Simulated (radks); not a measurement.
# Filling a Woods-Saxon well (radius 3.7 bohr*, depth 9.42 hartree*, edge 0.16 bohr*), with a point charge of +2 at the centre, 17 to 23 electrons, part 2 of 2

radks, non-relativistic spin-polarised Kohn-Sham, exchange-only LDA, spherically averaged shells.

### 5 Electron number 20

Candidate: add 1d down. Settings of this run:

```ini
kind = woods-saxon
xc = LDAX
radius = 3.7  # bohr
depth = 9.42  # hartree
edge = 0.16  # bohr
z = 2  # e
electrons = 20
background = 0  # e
configuration = 1s2 1p6 1d10 2s2
```

From the run's result record (rounded, not every field):

```text
status: converged
energy_total [hartree]: -121.139081
energy_kinetic [hartree]: 18.1913
energy_external [hartree]: -204.1881
energy_hartree [hartree]: 72.18368
energy_xc [hartree]: -7.325967
energy_background [hartree]: 0.0
orbitals [level, occupation, hartree, mean radius in bohr]:
  - ["1s up", 1, -3.03515, 1.91824]
  - ["1p up", 3, -2.72936, 2.58117]
  - ["1d up", 5, -2.39268, 2.70726]
  - ["2s up", 1, -2.51206, 1.61301]
  - ["1s down", 1, -3.03515, 1.91824]
  - ["1p down", 3, -2.72936, 2.58117]
  - ["1d down", 5, -2.39268, 2.70726]
  - ["2s down", 1, -2.51206, 1.61301]
r2_mean [bohr^2]: 6.725351
mag [bohr magneton]: 0
err: 2.9e-10
alpha [bohr^3]: 22.78676
```

Candidate: add 1f up. Changed: configuration = 1s2 1p6 1d(up 5, down 4) 2s2 1f(up 1, down 0).

Result:

```text
status: converged
energy_total [hartree]: -120.713618
energy_kinetic [hartree]: 18.64308
energy_external [hartree]: -204.1086
energy_hartree [hartree]: 72.09159
energy_xc [hartree]: -7.339642
energy_background [hartree]: 0.0
orbitals [level, occupation, hartree, mean radius in bohr]:
  - ["1s up", 1, -3.05226, 1.93304]
  - ["1p up", 3, -2.74956, 2.58172]
  - ["1d up", 5, -2.41309, 2.707]
  - ["2s up", 1, -2.52655, 1.59978]
  - ["1f up", 1, -1.97025, 2.80114]
  - ["1s down", 1, -3.03107, 1.87936]
  - ["1p down", 3, -2.71648, 2.57651]
  - ["1d down", 4, -2.37838, 2.70511]
  - ["2s down", 1, -2.51132, 1.64588]
r2_mean [bohr^2]: 6.742933
mag [bohr magneton]: 2
err: 1.7e-09
```

Candidate: add 1f down. Changed: configuration = 1s2 1p6 1d(up 5, down 4) 2s2 1f(up 0, down 1).

Result:

```text
status: converged
energy_total [hartree]: -120.696233
energy_kinetic [hartree]: 18.6419
energy_external [hartree]: -204.1069
energy_hartree [hartree]: 72.09073
energy_xc [hartree]: -7.321998
energy_background [hartree]: 0.0
orbitals [level, occupation, hartree, mean radius in bohr]:
  - ["1s up", 1, -3.04272, 1.90597]
  - ["1p up", 3, -2.73392, 2.57822]
  - ["1d up", 5, -2.39637, 2.70539]
  - ["2s up", 1, -2.51936, 1.62276]
  - ["1s down", 1, -3.04123, 1.90873]
  - ["1p down", 3, -2.73341, 2.58033]
  - ["1d down", 4, -2.39648, 2.70687]
  - ["2s down", 1, -2.51952, 1.62084]
  - ["1f down", 1, -1.95356, 2.80147]
r2_mean [bohr^2]: 6.743085
mag [bohr magneton]: 0
err: 1.1e-09
```

| candidate | configuration | above the lowest (hartree*) |
| --- | --- | --- |
| add 1d down | 1s2 1p6 1d10 2s2 | lowest |
| add 1f up | 1s2 1p6 1d(up 5, down 4) 2s2 1f(up 1, down 0) | 0.425 |
| add 1f down | 1s2 1p6 1d(up 5, down 4) 2s2 1f(up 0, down 1) | 0.443 |

The series goes on from 1s2 1p6 1d10 2s2.

From the same record, its empty bound levels (hartree) and its density (bohr, e/bohr³):

```text
empty: [["1f up", -1.9499], ["2p up", -1.2938], ["1g up", -1.4087], ["1f down", -1.9499], ["2p down", -1.2938], ["1g down", -1.4087]]
r: [0.1037, 0.3644, 0.6251, 0.8857, 1.146, 1.407, 1.668, 1.928, 2.189, 2.45, 2.71, 2.971, 3.232, 3.492, 3.753, 4.014, 4.274, 4.535, 4.796, 5.056]
n: [2.568, 0.9523, 0.3807, 0.1687, 0.0919, 0.07243, 0.08108, 0.1041, 0.1313, 0.1504, 0.1484, 0.1182, 0.0689, 0.02576, 0.005643, 0.0008553, 0.0001164, 1.579e-05, 2.196e-06, 3.21e-07]
```

### 6 N = 21

Candidate: add 1f up. Settings of this run:

```ini
kind = woods-saxon
xc = LDAX
radius = 3.7  # bohr
depth = 9.42  # hartree
edge = 0.16  # bohr
z = 2  # e
electrons = 21
background = 0  # e
configuration = 1s2 1p6 1d10 2s2 1f(up 1, down 0)
```

From the run's result record (rounded, not every field):

```text
status: converged
energy_total [hartree]: -122.936891
energy_kinetic [hartree]: 19.62974
energy_external [hartree]: -213.657
energy_hartree [hartree]: 78.86985
energy_xc [hartree]: -7.779509
energy_background [hartree]: 0.0
orbitals [level, occupation, hartree, mean radius in bohr]:
  - ["1s up", 1, -2.71244, 1.96276]
  - ["1p up", 3, -2.41756, 2.59506]
  - ["1d up", 5, -2.08485, 2.7175]
  - ["2s up", 1, -2.19168, 1.58171]
  - ["1f up", 1, -1.64564, 2.80996]
  - ["1s down", 1, -2.70263, 1.93573]
  - ["1p down", 3, -2.40188, 2.59165]
  - ["1d down", 5, -2.06813, 2.71593]
  - ["2s down", 1, -2.18461, 1.60475]
r2_mean [bohr^2]: 6.837906
mag [bohr magneton]: 1
err: 1.8e-09
```

Candidate: add 1g up. Changed: configuration = 1s2 1p6 1d10 2s2 1g(up 1, down 0).

Result:

```text
status: converged
energy_total [hartree]: -122.398936
energy_kinetic [hartree]: 20.15508
energy_external [hartree]: -213.5653
energy_hartree [hartree]: 78.78478
energy_xc [hartree]: -7.773549
energy_background [hartree]: 0.0
orbitals [level, occupation, hartree, mean radius in bohr]:
  - ["1s up", 1, -2.71738, 1.95629]
  - ["1p up", 3, -2.42115, 2.59437]
  - ["1d up", 5, -2.08822, 2.71717]
  - ["2s up", 1, -2.1975, 1.58722]
  - ["1g up", 1, -1.1109, 2.88761]
  - ["1s down", 1, -2.70866, 1.92805]
  - ["1p down", 3, -2.40601, 2.58945]
  - ["1d down", 5, -2.07162, 2.71444]
  - ["2s down", 1, -2.1902, 1.61059]
r2_mean [bohr^2]: 6.853013
mag [bohr magneton]: 1
err: 1.8e-09
```

| candidate | configuration | above the lowest (hartree*) |
| --- | --- | --- |
| add 1f up | 1s2 1p6 1d10 2s2 1f(up 1, down 0) | lowest |
| add 1g up | 1s2 1p6 1d10 2s2 1g(up 1, down 0) | 0.538 |

Kept: 1s2 1p6 1d10 2s2 1f(up 1, down 0).

### 7 Electron number 22

Candidate: add 1f up. Settings of this run:

```ini
kind = woods-saxon
xc = LDAX
radius = 3.7  # bohr
depth = 9.42  # hartree
edge = 0.16  # bohr
z = 2  # e
electrons = 22
background = 0  # e
configuration = 1s2 1p6 1d10 2s2 1f(up 2, down 0)
```

From the run's result record (rounded, not every field):

```text
status: converged
energy_total [hartree]: -124.430242
energy_kinetic [hartree]: 21.06417
energy_external [hartree]: -223.1005
energy_hartree [hartree]: 85.85539
energy_xc [hartree]: -8.24931
energy_background [hartree]: 0.0
orbitals [level, occupation, hartree, mean radius in bohr]:
  - ["1s up", 1, -2.3907, 2.00559]
  - ["1p up", 3, -2.10585, 2.6083]
  - ["1d up", 5, -1.77685, 2.72733]
  - ["2s up", 1, -1.87122, 1.55159]
  - ["1f up", 2, -1.34103, 2.81793]
  - ["1s down", 1, -2.37129, 1.95358]
  - ["1p down", 3, -2.0755, 2.60197]
  - ["1d down", 5, -1.74461, 2.72444]
  - ["2s down", 1, -1.85802, 1.596]
r2_mean [bohr^2]: 6.943026
mag [bohr magneton]: 2
err: 1.2e-11
```

Candidate: add 1f down. Changed: configuration = 1s2 1p6 1d10 2s2 1f(up 1, down 1).

Result:

```text
status: converged
energy_total [hartree]: -124.413596
energy_kinetic [hartree]: 21.06326
energy_external [hartree]: -223.0986
energy_hartree [hartree]: 85.85413
energy_xc [hartree]: -8.232382
energy_background [hartree]: 0.0
orbitals [level, occupation, hartree, mean radius in bohr]:
  - ["1s up", 1, -2.38129, 1.98052]
  - ["1p up", 3, -2.09123, 2.6053]
  - ["1d up", 5, -1.76134, 2.72597]
  - ["2s up", 1, -1.86511, 1.57298]
  - ["1f up", 1, -1.325, 2.81733]
  - ["1s down", 1, -2.38129, 1.98052]
  - ["1p down", 3, -2.09123, 2.6053]
  - ["1d down", 5, -1.76134, 2.72597]
  - ["2s down", 1, -1.86511, 1.57298]
  - ["1f down", 1, -1.325, 2.81733]
r2_mean [bohr^2]: 6.943227
mag [bohr magneton]: 0
err: 4.8e-10
```

Candidate: add 1g up. Changed: configuration = 1s2 1p6 1d10 2s2 1f(up 1, down 0) 1g(up 1, down 0).

Result:

```text
status: converged
energy_total [hartree]: -123.895479
energy_kinetic [hartree]: 21.58751
energy_external [hartree]: -223.0091
energy_hartree [hartree]: 85.76992
energy_xc [hartree]: -8.243799
energy_background [hartree]: 0.0
orbitals [level, occupation, hartree, mean radius in bohr]:
  - ["1s up", 1, -2.39545, 1.99929]
  - ["1p up", 3, -2.10932, 2.60758]
  - ["1d up", 5, -1.78011, 2.72697]
  - ["2s up", 1, -1.87694, 1.55689]
  - ["1f up", 1, -1.34416, 2.81772]
  - ["1g up", 1, -0.809349, 2.89432]
  - ["1s down", 1, -2.37711, 1.946]
  - ["1p down", 3, -2.0795, 2.59984]
  - ["1d down", 5, -1.748, 2.72299]
  - ["2s down", 1, -1.86349, 1.6018]
r2_mean [bohr^2]: 6.957164
mag [bohr magneton]: 2
err: 1.2e-11
```

Candidate: move 1f up to 1f down: the same state as a run above.

| candidate | configuration | above the lowest (hartree*) |
| --- | --- | --- |
| add 1f up | 1s2 1p6 1d10 2s2 1f(up 2, down 0) | lowest |
| add 1f down | 1s2 1p6 1d10 2s2 1f(up 1, down 1) | 0.0166 |
| add 1g up | 1s2 1p6 1d10 2s2 1f(up 1, down 0) 1g(up 1, down 0) | 0.535 |
| move 1f up to 1f down | 1s2 1p6 1d10 2s2 1f(up 1, down 1) | 0.0166 |

Kept: 1s2 1p6 1d10 2s2 1f(up 2, down 0).

### 8 23 electrons

Candidate: add 1f up. Settings of this run:

```ini
kind = woods-saxon
xc = LDAX
radius = 3.7  # bohr
depth = 9.42  # hartree
edge = 0.16  # bohr
z = 2  # e
electrons = 23
background = 0  # e
configuration = 1s2 1p6 1d10 2s2 1f(up 3, down 0)
```

From the run's result record (rounded, not every field):

```text
status: converged
energy_total [hartree]: -125.618896
energy_kinetic [hartree]: 22.49466
energy_external [hartree]: -232.5183
energy_hartree [hartree]: 93.1389
energy_xc [hartree]: -8.734135
energy_background [hartree]: 0.0
orbitals [level, occupation, hartree, mean radius in bohr]:
  - ["1s up", 1, -2.06996, 2.04679]
  - ["1p up", 3, -1.79434, 2.62098]
  - ["1d up", 5, -1.46886, 2.73682]
  - ["2s up", 1, -1.55082, 1.52265]
  - ["1f up", 3, -1.03627, 2.82567]
  - ["1s down", 1, -2.0411, 1.97172]
  - ["1p down", 3, -1.75021, 2.6121]
  - ["1d down", 5, -1.42208, 2.7328]
  - ["2s down", 1, -1.53229, 1.58683]
r2_mean [bohr^2]: 7.041656
mag [bohr magneton]: 3
err: 1.6e-11
```

Candidate: add 1f down. Changed: configuration = 1s2 1p6 1d10 2s2 1f(up 2, down 1).

Result:

```text
status: converged
energy_total [hartree]: -125.586777
energy_kinetic [hartree]: 22.49288
energy_external [hartree]: -232.5147
energy_hartree [hartree]: 93.13657
energy_xc [hartree]: -8.701491
energy_background [hartree]: 0.0
orbitals [level, occupation, hartree, mean radius in bohr]:
  - ["1s up", 1, -2.06089, 2.02351]
  - ["1p up", 3, -1.78063, 2.6183]
  - ["1d up", 5, -1.45436, 2.73563]
  - ["2s up", 1, -1.54551, 1.5425]
  - ["1f up", 2, -1.02132, 2.82516]
  - ["1s down", 1, -2.05129, 1.9986]
  - ["1p down", 3, -1.76598, 2.61537]
  - ["1d down", 5, -1.43882, 2.7343]
  - ["2s down", 1, -1.53937, 1.5638]
  - ["1f down", 1, -1.00529, 2.82458]
r2_mean [bohr^2]: 7.042006
mag [bohr magneton]: 1
err: 5.8e-10
```

Candidate: add 1g up. Changed: configuration = 1s2 1p6 1d10 2s2 1f(up 2, down 0) 1g(up 1, down 0).

Result:

```text
status: converged
energy_total [hartree]: -125.087206
energy_kinetic [hartree]: 23.01602
energy_external [hartree]: -232.4272
energy_hartree [hartree]: 93.05303
energy_xc [hartree]: -8.729015
energy_background [hartree]: 0.0
orbitals [level, occupation, hartree, mean radius in bohr]:
  - ["1s up", 1, -2.07452, 2.04069]
  - ["1p up", 3, -1.79771, 2.62025]
  - ["1d up", 5, -1.47202, 2.73643]
  - ["2s up", 1, -1.55646, 1.52773]
  - ["1f up", 2, -1.03929, 2.82543]
  - ["1g up", 1, -0.507547, 2.90088]
  - ["1s down", 1, -2.04674, 1.96423]
  - ["1p down", 3, -1.75409, 2.61004]
  - ["1d down", 5, -1.42538, 2.7314]
  - ["2s down", 1, -1.53765, 1.5926]
r2_mean [bohr^2]: 7.054925
mag [bohr magneton]: 3
err: 1.5e-11
```

Candidate: move 1f up to 1f down: the same state as a run above.

| candidate | configuration | above the lowest (hartree*) |
| --- | --- | --- |
| add 1f up | 1s2 1p6 1d10 2s2 1f(up 3, down 0) | lowest |
| add 1f down | 1s2 1p6 1d10 2s2 1f(up 2, down 1) | 0.0321 |
| add 1g up | 1s2 1p6 1d10 2s2 1f(up 2, down 0) 1g(up 1, down 0) | 0.532 |
| move 1f up to 1f down | 1s2 1p6 1d10 2s2 1f(up 2, down 1) | 0.0321 |

Kept: 1s2 1p6 1d10 2s2 1f(up 3, down 0).

### 9 Trends over these counts

| N | configuration | unpaired | chemical potential (hartree*) | addition energy (hartree*) | rms radius (bohr*) |
| --- | --- | --- | --- | --- | --- |
| 17 | 1s2 1p6 1d(up 5, down 2) 2s2 | 3 | -3.481 | 0.310 | 2.53 |
| 18 | 1s2 1p6 1d(up 5, down 3) 2s2 | 2 | -3.171 | 0.311 | 2.55 |
| 19 | 1s2 1p6 1d(up 5, down 4) 2s2 | 1 | -2.860 | 0.311 | 2.57 |
| 20 | 1s2 1p6 1d10 2s2 | 0 | -2.548 | 0.751 | 2.59 |
| 21 | 1s2 1p6 1d10 2s2 1f(up 1, down 0) | 1 | -1.798 | 0.304 | 2.61 |
| 22 | 1s2 1p6 1d10 2s2 1f(up 2, down 0) | 2 | -1.493 | 0.305 | 2.63 |
| 23 | 1s2 1p6 1d10 2s2 1f(up 3, down 0) | 3 | -1.189 | - | 2.65 |

Chemical potential E(N) - E(N-1); addition energy E(N+1) + E(N-1) - 2E(N).

Density of N = 23:

r (bohr*), 4πr² × density and a bar:
```
     0.11       0.36 #
     0.51       1.83 ###
     0.91       1.62 ###
     1.31       1.56 ###
     1.71       3.00 #####
     2.11       7.18 #############
     2.51      13.56 #########################
     2.91      16.56 ##############################
     3.31       9.80 ##################
     3.71       1.83 ###
     4.11       0.13 
     4.51       0.01 
     4.91       0.00 
     5.31       0.00
```

### 10 Summary of results

The summary covers parts 1 to 2.

```
                quantity                                       value
      closed shells at N                                          20
 largest addition energy  0.751 hartree* at N = 20 (of N = 17 to 22)
 most unpaired electrons                          3 at N = 17 and 23
polarisability at N = 20                                22.79 bohr*³
 configuration at N = 23           1s2 1p6 1d10 2s2 1f(up 3, down 0)
```

What this shows: Shells close at N = 20, and the second difference peaks there. The largest moment in range is 3, first at N = 17: exchange favours parallel spins in open shells. Only a few candidates are tried at each count, so a lower state may have been missed.
